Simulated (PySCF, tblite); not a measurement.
# C7H8NO radical: geometry, infrared bands and EPR parameters

Aim: predict the infrared bands and EPR parameters of C7H8NO radical (`C#CC(=O)NC/C=[C]\C`).

The runs use tblite 0.8.0 and PySCF 2.14.0, with density-fitted response routines of our own; the level of theory stands in each step. All values are computed, except where a source is named. Atoms are numbered from 0 throughout.

## Step 1: Starting geometry

17 atoms, charge 0, multiplicity 2; geometry from: force field or distance geometry start.

Bonds of the start (Å): C0–C1 1.20, C1–C2 1.45, C2–O3 1.29, C2–N4 1.42, N4–C5 1.46, C5–C6 1.50, C6–C7 1.35, C7–C8 1.48, C0–H9 1.09, N4–H10 1.03, C5–H11 1.11, C5–H12 1.11, C6–H13 1.10, C8–H14 1.11, C8–H15 1.11, C8–H16 1.13.

## Step 2: Optimising the geometry with GFN2-xTB

Job settings and geometry (Å):

```
{"job": {"kind": "relax", "xc": "GFN2-xTB", "basis": "xTB"}, "charge": 0, "multiplicity": 2}
C     -4.544600    -0.221700     0.138700
C     -3.395400    -0.108300    -0.197600
C     -2.006600     0.017900    -0.584800
O     -1.708900     0.489700    -1.749300
N     -1.011500    -0.376000     0.346600
C      0.363800    -0.222800    -0.108000
C      1.359300    -0.656000     0.920600
C      2.627400    -0.202700     0.858600
C      3.115700     0.713700    -0.198500
H     -5.586000    -0.308300     0.448000
H     -1.281300    -0.746000     1.264200
H      0.595300    -0.828200    -1.010400
H      0.516200     0.868900    -0.252800
H      1.092200    -1.339700     1.735900
H      2.432000     1.565100    -0.417100
H      3.381800     0.170600    -1.134700
H      4.043500     1.195900     0.229700
```

Command:

```console
OMP_NUM_THREADS=1 python probes_run.py task.json out
```

The driver reads the jobs from task.json and runs them one after another.

Log:

```text
step      E/eV     max force
  0    -702.96524    4.683
  1    -703.34771    3.308
  2    -703.49444    2.468
  3    -703.51518    2.763
  4    -703.59200    0.413
  5    -703.60827    0.433
  6    -703.62284    0.411
  7    -703.63271    0.265
  8    -703.63802    0.246
  9    -703.64270    0.232
 10    -703.64747    0.233
 11    -703.65212    0.163
 12    -703.65615    0.197
 13    -703.66094    0.205
 14    -703.66597    0.195
 15    -703.67201    0.224
 16    -703.67969    0.232
 17    -703.68871    0.225
 18    -703.69750    0.239
 19    -703.70565    0.264
 20    -703.71380    0.231
 21    -703.72178    0.236
 22    -703.72781    0.183
 23    -703.73169    0.173
 24    -703.73524    0.174
 25    -703.73969    0.191
 26    -703.74444    0.152
 27    -703.74825    0.122
 28    -703.75079    0.113
 29    -703.75268    0.109
 30    -703.75450    0.103
 31    -703.75611    0.093
 32    -703.75728    0.085
 33    -703.75829    0.086
 34    -703.75956    0.110
 35    -703.76142    0.125
 36    -703.76394    0.110
 37    -703.76529    0.100
 38    -703.76655    0.089
 39    -703.76800    0.103
 40    -703.77017    0.118
 41    -703.77254    0.107
 42    -703.77461    0.108
 43    -703.77641    0.124
 44    -703.77836    0.117
 45    -703.78045    0.126
 46    -703.78247    0.099
 47    -703.78421    0.124
 48    -703.78556    0.124
 49    -703.78664    0.104
 50    -703.78770    0.078
 51    -703.78933    0.106
 52    -703.79066    0.119
 53    -703.79265    0.108
 54    -703.79407    0.127
 55    -703.79510    0.084
 56    -703.79575    0.177
 57    -703.79630    0.056
 58    -703.79682    0.048
 59    -703.79721    0.147
 60    -703.79764    0.142
 61    -703.79821    0.109
 62    -703.79858    0.064
 63    -703.79903    0.049
 64    -703.79956    0.107
 65    -703.80039    0.172
 66    -703.80154    0.192
 67    -703.80300    0.179
 68    -703.80455    0.134
 69    -703.80631    0.106
 70    -703.80891    0.183
 71    -703.81319    0.216
 72    -703.81912    0.193
 73    -703.82560    0.212
 74    -703.81506    1.196
 75    -703.83310    0.311
 76    -703.83586    0.128
 77    -703.83878    0.128
 78    -703.84360    0.285
 79    -703.84617    0.149
 80    -703.84965    0.278
 81    -703.85408    0.269
 82    -703.85813    0.134
 83    -703.86093    0.097
 84    -703.86253    0.173
 85    -703.86298    0.286
 86    -703.86469    0.091
 87    -703.86561    0.051
 88    -703.86641    0.050
 89    -703.86682    0.089
 90    -703.86730    0.084
 91    -703.86776    0.045
 92    -703.86802    0.037
 93    -703.86827    0.034
 94    -703.86847    0.046
 95    -703.86863    0.046
 96    -703.86879    0.034
 97    -703.86901    0.040
 98    -703.86930    0.060
 99    -703.86968    0.075
100    -703.87016    0.062
101    -703.87080    0.067
102    -703.87156    0.059
103    -703.87237    0.065
104    -703.87306    0.074
105    -703.87369    0.068
106    -703.87426    0.061
107    -703.87496    0.051
108    -703.87565    0.075
109    -703.87635    0.084
110    -703.87702    0.075
111    -703.87771    0.071
112    -703.87805    0.111
113    -703.87891    0.061
114    -703.87944    0.076
115    -703.88002    0.173
116    -703.88050    0.062
117    -703.88084    0.078
118    -703.88132    0.053
119    -703.88156    0.036
120    -703.88191    0.044
121    -703.88222    0.039
122    -703.88246    0.047
123    -703.88270    0.050
124    -703.88294    0.034
125    -703.88316    0.030
126    -703.88336    0.052
127    -703.88365    0.070
128    -703.88409    0.086
129    -703.88472    0.075
130    -703.88549    0.093
131    -703.88628    0.077
132    -703.88702    0.091
133    -703.88765    0.097
134    -703.88836    0.090
135    -703.88888    0.082
136    -703.88922    0.061
137    -703.88964    0.058
138    -703.89030    0.063
139    -703.89106    0.076
140    -703.89197    0.075
141    -703.89294    0.074
142    -703.89411    0.086
143    -703.89580    0.090
144    -703.89770    0.170
145    -703.89793    0.316
146    -703.90177    0.345
147    -703.90386    0.232
148    -703.90660    0.123
149    -703.90920    0.212
150    -703.91196    0.105
151    -703.91418    0.173
152    -703.91642    0.208
153    -703.91915    0.179
154    -703.92131    0.185
155    -703.92283    0.192
156    -703.92335    0.311
157    -703.92544    0.121
158    -703.92679    0.125
159    -703.92778    0.421
160    -703.92972    0.134
161    -703.93096    0.115
162    -703.93253    0.141
163    -703.93359    0.137
164    -703.93436    0.133
165    -703.93539    0.073
166    -703.93652    0.116
167    -703.93732    0.106
168    -703.93833    0.066
169    -703.93931    0.120
170    -703.93993    0.073
171    -703.94054    0.126
172    -703.94118    0.109
173    -703.94188    0.078
174    -703.94236    0.073
175    -703.94296    0.079
176    -703.94371    0.068
177    -703.94440    0.059
178    -703.94512    0.066
179    -703.94594    0.061
180    -703.94678    0.076
181    -703.94719    0.074
182    -703.94765    0.064
183    -703.94796    0.053
184    -703.94828    0.048
185    -703.94854    0.040
186    -703.94874    0.053
187    -703.94885    0.063
188    -703.94895    0.059
189    -703.94907    0.037
190    -703.94922    0.028
191    -703.94933    0.038
192    -703.94943    0.021
193    -703.94949    0.016
194    -703.94954    0.019
195    -703.94957    0.013
196    -703.94960    0.010
197    -703.94961    0.010
```

Wall time 1.4 s (1 thread of Arm Neoverse V1, shared host).

Step by step: (not every step is listed)

```
step  energy from step 0 (eV)  largest force (eV/Å)
   0                   0.0000                4.6833
   1                  -0.3825                3.3083
   2                  -0.5292                2.4681
   3                  -0.5499                2.7635
   4                  -0.6268                0.4130
   5                  -0.6430                0.4325
   6                  -0.6576                0.4110
   7                  -0.6675                0.2654
   8                  -0.6728                0.2456
  26                  -0.7792                0.1521
  44                  -0.8131                0.1168
  62                  -0.8333                0.0639
  80                  -0.8844                0.2781
  98                  -0.9041                0.0602
 116                  -0.9153                0.0617
 134                  -0.9231                0.0897
 152                  -0.9512                0.2082
 170                  -0.9747                0.0734
 188                  -0.9837                0.0590
 192                  -0.9842                0.0213
 193                  -0.9842                0.0161
 194                  -0.9843                0.0194
 195                  -0.9843                0.0132
 196                  -0.9844                0.0104
 197                  -0.9844                0.0103
```

Distances of close pairs at the start and the end, largest changes first:

```
  bond  before (Å)  after (Å)  change (Å)
 C2–O3       1.291      1.215      -0.076
 C2–N4       1.419      1.359      -0.060
 C6–C7       1.348      1.293      -0.055
 C5–C6       1.496      1.541      +0.046
 C0–H9       1.090      1.050      -0.039
C8–H16       1.130      1.091      -0.039
 C7–C8       1.482      1.450      -0.031
C8–H15       1.115      1.090      -0.025
```

The next job starts from the end point, and lists it.

## Step 3: Infrared spectrum with GFN2-xTB

Job settings and geometry (Å):

```
{"job": {"kind": "ir", "xc": "GFN2-xTB", "basis": "xTB"}, "charge": 0, "multiplicity": 2}
C     -3.748753     0.796087     0.494841
C     -2.669691     0.494800     0.065131
C     -1.368628     0.219144    -0.501121
O     -0.804221     0.975476    -1.267138
N     -0.870566    -0.982281    -0.107880
C      0.454800    -1.407281    -0.469834
C      1.479052    -1.065744     0.630310
C      2.069739     0.080534     0.728830
C      2.155689     1.383975     0.098648
H     -4.695162     1.040254     0.879499
H     -1.354792    -1.493532     0.614089
H      0.455540    -2.484465    -0.646753
H      0.720619    -0.876729    -1.385817
H      1.645710    -1.859616     1.345941
H      1.384498     1.496966    -0.675014
H      3.137327     1.524445    -0.353440
H      2.001840     2.169997     0.838722
```

Log:

```text
mode    cm-1     km/mol
  1      32.8      4.12
  2      75.0      2.31
  3      79.6      3.47
  4     124.1      1.78
  5     143.7      0.24
  6     176.2      4.00
  7     227.8      5.18
  8     277.9     11.57
  9     313.1      3.14
 10     406.6      3.09
 11     493.3     45.24
 12     505.1     40.99
 13     521.6     40.12
 14     564.1     12.41
 15     610.0      1.39
 16     682.5     18.22
 17     713.2     40.05
 18     767.1     27.08
 19     844.5      6.48
 20     881.8      8.89
 21     976.8      5.41
 22    1014.7     19.93
 23    1027.4      5.52
 24    1038.7     29.15
 25    1077.8     11.55
 26    1168.7      1.83
 27    1183.2     49.58
 28    1251.8     15.57
 29    1280.3     16.90
 30    1372.3     14.40
 31    1391.2     86.19
 32    1422.9     10.54
 33    1429.8     11.11
 34    1446.3      9.27
 35    1704.0    377.30
 36    1799.3     98.84
 37    2244.6      7.19
 38    2881.4      3.66
 39    2965.7     40.49
 40    2992.2     21.21
 41    2993.6      4.13
 42    3002.8     22.11
 43    3027.4     37.98
 44    3378.8      7.28
 45    3448.6      4.94
```

Run time: 0.62 s. Hardware: 1 thread of Arm Neoverse V1, shared host.

Which atoms move in the most intense modes:

```
cm⁻¹  km/mol                                atoms
 493    45.2                             H10 60 %
 505    41.0           C1 33 %, H10 16 %, C5 11 %
 522    40.1  C5 16 %, C6 15 %, C7 14 %, H12 12 %
1183    49.6                    H11 32 %, C2 23 %
1391    86.2           N4 35 %, H10 30 %, C2 16 %
1704   377.3                     C2 63 %, O3 33 %
1799    98.8                     C7 59 %, C6 36 %
2966    40.5                             H11 93 %
```

## Step 4: g tensor and hyperfine couplings: B3LYP/pcH-1

The job, as its differences from that of step 3:

```diff
@@ -1,2 +1,2 @@
-{"job": {"kind": "ir", "xc": "GFN2-xTB", "basis": "xTB"}, "charge": 0, "multiplicity": 2}
+{"job": {"kind": "epr", "basis": "pcH-1"}, "charge": 0, "multiplicity": 2}
 C     -3.748753     0.796087     0.494841
```

Level: UKS B3LYP, pcH-1 on C H N O, non-relativistic, mean-field spin-orbit, GIAO.

Log:

```text
UKS, coarse grid
  cycle   1  E = -401.22076387  |g| = 6.80e-01
  cycle   2  E = -400.42092509  |g| = 1.55e+00
  cycle   3  E = -401.38259855  |g| = 2.38e-01
  cycle   4  E = -401.40618769  |g| = 9.16e-02
  cycle   5  E = -401.40890494  |g| = 4.37e-02
  cycle   6  E = -401.40974013  |g| = 1.34e-02
  cycle   7  E = -401.40982229  |g| = 6.65e-03
  cycle   8  E = -401.40984779  |g| = 2.43e-03
  cycle   9  E = -401.40985522  |g| = 1.51e-03
  cycle  10  E = -401.40985853  |g| = 8.33e-04
UKS, final grid
  cycle   1  E = -401.40978778  |g| = 1.32e-03
  cycle   2  E = -401.40978583  |g| = 2.51e-03
  cycle   3  E = -401.40978879  |g| = 3.09e-04
  cycle   4  E = -401.40978884  |g| = 1.54e-04
  cycle   5  E = -401.40978890  |g| = 1.25e-04
  cycle   6  E = -401.40978892  |g| = 2.84e-05
  cycle   7  E = -401.40978892  |g| = 7.84e-06
E = -401.40978892 Eh   <S^2> = 0.7584 (exact 0.7500)
g shifts (ppm)      1          2          3
  rmc          -154       -154       -154
  gc             36          3        -14
  oz_so        -506        -54        828
  total        -624       -205        660
hyperfine (MHz)  atom isotope    a_iso     a_fc   dipolar eigenvalues
    0   13C       0.50       0.50     -0.49     -0.37      0.85
    1   13C      -0.96      -0.96     -0.44     -0.10      0.54
    2   13C       1.21       1.21     -1.07     -0.57      1.64
    3   17O      -1.76      -1.76     -1.91      0.79      1.12
    4   14N      -2.78      -2.78     -0.37      0.07      0.30
    5   13C      84.53      84.53     -8.35     -7.55     15.89
    6   13C      -6.18      -6.18    -17.51      1.38     16.13
    7   13C     268.02     268.02    -81.11    -61.36    142.47
    8   13C       8.96       8.96     -5.03     -4.31      9.34
    9    1H      -0.46      -0.46     -0.44     -0.21      0.65
   10    1H       0.31       0.31     -1.23     -0.89      2.11
   11    1H       4.58       4.58     -4.23     -1.48      5.71
   12    1H      -8.40      -8.40     -5.41     -1.02      6.43
   13    1H     102.86     102.86     -6.16     -5.28     11.44
   14    1H     146.56     146.56     -6.04     -1.24      7.28
   15    1H      16.01      16.01     -6.43     -4.83     11.26
   16    1H      43.68      43.68     -6.68     -5.56     12.24
```

It took 1.9 min on 1 thread of Arm Neoverse V1, shared host; peak memory 1.1 GiB.

Principal g values 2.00169, 2.00211, 2.00298; g(iso) = 2.00226, against 2.00232 for a free electron.

Hyperfine couplings; where a row names several nuclei, a(iso) is their mean (it holds for fast rotation or exchange) and the dipolar term the largest among them:

```
       nuclei  isotope  a(iso) (MHz)  a(iso) (G, at g = 2.0023)  largest dipolar term (MHz)
           C7      13C         268.0                       95.6                       142.5
          H13       1H         102.9                       36.7                        11.4
           C5      13C          84.5                       30.2                        15.9
H14, H15, H16       1H          68.8                       24.5                        12.2
           C8      13C           9.0                        3.2                         9.3
           C6      13C          -6.2                       -2.2                       -17.5
           N4      14N          -2.8                       -1.0                        -0.4
     H11, H12       1H          -1.9                       -0.7                         6.4
           O3      17O          -1.8                       -0.6                        -1.9
           C2      13C           1.2                        0.4                         1.6
           C1      13C          -1.0                       -0.3                         0.5
           C0      13C           0.5                        0.2                         0.9
           H9       1H          -0.5                       -0.2                         0.7
          H10       1H           0.3                        0.1                         2.1
```

Mulliken spin populations:

C0 0.01; C1 0.00; C2 0.01; O3 0.01; N4 -0.01; C5 0.08; C6 -0.16; C7 0.98; C8 -0.04; H9 0.00; H10 0.00; H11 0.01; H12 0.00; H13 0.04; H14 0.07; H15 0.01; H16 0.01

In first order the couplings over 0.8 MHz of 1H, 14N give 72 distinct lines over 113.7 G, if the averaged nuclei exchange fast.

The fields below are evaluated on a grid from the run's orbitals.

ELF in a plane through or near 6 of the atoms.

Ten even steps from ' ' (0.00) to '@' (1.00):
```
                                                        
                                                        
                                                        
                                                        
                    ..                                  
                  --++--        ++==                    
                ::++%%##--..  **@@@@::                  
              ..--**++::**..::%%@@##    ....            
              --++%%**--**..--####..  --==--..          
              ==##++==%%++  ::**..  ==####++--..        
              ..**--..++--    ::..==**%%####%%%%--      
                --%%%%++        ..++##%%::##@@@@@@      
            ..--====++--          ==**%%**@@@@@@@@      
            ..====@@@@%%..        ..==++++++%%%%--      
              ..--@@@@@@::          ..::::..            
                ::@@@@%%..                              
                  ::==..                                
                                                        
                                                        
                                                        
```
The map spans 14.6 Å across and 10.2 Å up, centred on the molecule. Atoms in the plane (x, y in Å): C0 (3.8, -0.8), C6 (-1.5, 1.1), C7 (-2.0, -0.1), H9 (4.7, -1.0), H10 (1.4, 1.5), H16 (-2.0, -2.2).

On the surface of density 0.002 e/bohr³ the electrostatic potential runs, from the 1st to the 99th percentile, from -1.77 V near O3 to 1.96 V near H10.

The spin density lies nearest to C7 69 %; C6 7 % (beta excess).

## Step 5: Results

```
                                 quantity                  value
strongest single infrared mode (GFN2-xTB)  1704 cm⁻¹, 377 km/mol
             zero-point energy (GFN2-xTB)          80.0 kcal/mol
                           g(iso) (B3LYP)                2.00226
                                     ⟨S²⟩     0.758 (exact 0.75)
       largest a(iso) (averaged by class)   13C on C7, 268.0 MHz
    surface potential, 1st and 99th percentile     -1.77 V and 1.96 V
```

In words: Over 197 steps the energy fell by 0.984 eV; of the close pairs, C2–O3 changed most, 1.291 to 1.215 Å. No mode is imaginary among the 45: a minimum at this level. The strongest single mode, at 1704 cm⁻¹, moves mainly C2 and O3. Unscaled tight-binding wavenumbers are off by several per cent, some by more. Its intensities can rank the bands wrongly. C7 carries the largest spin population, 0.98 e. The isotropic g lies 0.1 ppt below the free-electron value.
